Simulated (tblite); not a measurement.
# Ge3H9P: the cost of one run

Computed with tblite 0.8.0 and PySCF 2.14.0, with density-fitted response routines of our own, on a single molecule in the gas phase. Atoms are numbered from 0 throughout.

## 1. The molecule as given

13 atoms, charge 1, multiplicity 2; geometry from: force field or distance geometry start.

Bonds of the start (Å): P0–Ge1 2.28, Ge1–Ge2 2.38, Ge2–Ge3 2.40, P0–H4 1.46, P0–H5 1.46, Ge1–H6 1.56, Ge1–H7 1.55, Ge2–H8 1.55, Ge2–H9 1.55, Ge3–H10 1.55, Ge3–H11 1.54, Ge3–H12 1.57.

## 2. Optimising the geometry with GFN2-xTB

What the job is given:

```
{"job": {"kind": "relax", "xc": "GFN2-xTB", "basis": "xTB"}, "charge": 1, "multiplicity": 2}
P      2.313200     0.982600    -1.011100
Ge     1.570200    -0.949200    -0.057700
Ge    -0.802700    -1.050800    -0.173500
Ge    -1.730600     0.915100     0.844700
H      1.391600     1.817800    -0.239700
H      1.407900     0.863800    -2.153200
H      2.013800    -0.985300     1.434600
H      2.186000    -2.161600    -0.796100
H     -1.316500    -2.315200     0.561100
H     -1.249500    -1.097900    -1.659700
H     -3.280400     0.823500     0.828100
H     -1.268900     2.161100     0.075800
H     -1.238700     0.996400     2.329000
```

Started as:

```bash
> OMP_NUM_THREADS=1 python probes_run.py task.json out
```

One launch serves the whole session: the jobs run in the order shown.

Q: Estimate the wall time of this first job on 1 thread of Arm Neoverse V1, shared host.

About 1.5 s.
